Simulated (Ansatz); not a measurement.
# CH6BNO2: the cost of one run

All numbers below are computed with Ansatz 0.2.0 (UKS B3LYP-D4/def2-SVP).

1 further run of the same task is left out (it didn't finish).

### Step 1. The system as given

Bond lengths: N1–B2 1.475 Å, B2–O3 1.434 Å, B2–C4 1.631 Å, C4–O5 1.456 Å, N1–H6 1.108 Å, N1–H7 1.055 Å, O3–H8 0.968 Å, C4–H9 1.137 Å, C4–H10 1.041 Å, O5–H11 0.968 Å. Angles: N1–B2–O3 117.4°, N1–B2–C4 124.5°, O3–B2–C4 118.1°, B2–N1–H6 107.4°, B2–N1–H7 107.6°, H6–N1–H7 102.0°, B2–O3–H8 107.9°, B2–C4–O5 106.5°, B2–C4–H9 105.0°, B2–C4–H10 110.9°, O5–C4–H9 108.1°, O5–C4–H10 113.0°, H9–C4–H10 112.8°, C4–O5–H11 104.8°.

As a file:

```xyz
11

N    -1.2983   -0.1522    1.1427
B     0.0815   -0.2275    0.6266
O     0.9762   -1.1459    1.2681
C     0.6618    0.6803   -0.5983
O    -0.1658    0.3861   -1.7595
H    -1.5054    0.9093    1.3838
H    -1.9516   -0.3247    0.3323
H     0.9429   -1.9822    0.7808
H     0.4639    1.7560   -0.2859
H     1.6717    0.4868   -0.7588
H     0.1886   -0.4430   -2.1111
```

### Step 2. End point A

The input, input.yaml:

```yaml
crystal:
  periodic: [false, false, false]
  atoms:
    - { symbol: "N", position_ang: [-1.2983, -0.1522, 1.1427] }
    - { symbol: B, position_ang: [0.0815, -0.2275, 0.6266] }
    - { symbol: O, position_ang: [0.9762, -1.1459, 1.2681] }
    - { symbol: C, position_ang: [0.6618, 0.6803, -0.5983] }
    - { symbol: O, position_ang: [-0.1658, 0.3861, -1.7595] }
    - { symbol: H, position_ang: [-1.5054, 0.9093, 1.3838] }
    - { symbol: H, position_ang: [-1.9516, -0.3247, 0.3323] }
    - { symbol: H, position_ang: [0.9429, -1.9822, 0.7808] }
    - { symbol: H, position_ang: [0.4639, 1.756, -0.2859] }
    - { symbol: H, position_ang: [1.6717, 0.4868, -0.7588] }
    - { symbol: H, position_ang: [0.1886, -0.443, -2.1111] }
magnetization:
  spin_polarized: true
basis:
  gaussian: { orbitals: def2-SVP }
hamiltonian:
  xc: b3lyp
  dispersion: d4
relax:
  f_tol: 0.02
  max_steps: 50
```

Launch:

```console
$ ansatz run input.yaml --threads 2 --pin off --max-ram 3072MiB --backend cpu --events-out ev --progress --plain --runs-dir out
```

**Question.** How long does this run take on 2 threads of AMD EPYC 9R45 (Zen 5), shared host, and how much memory does it need?

About 27 s, with a peak of 0.29 GiB.
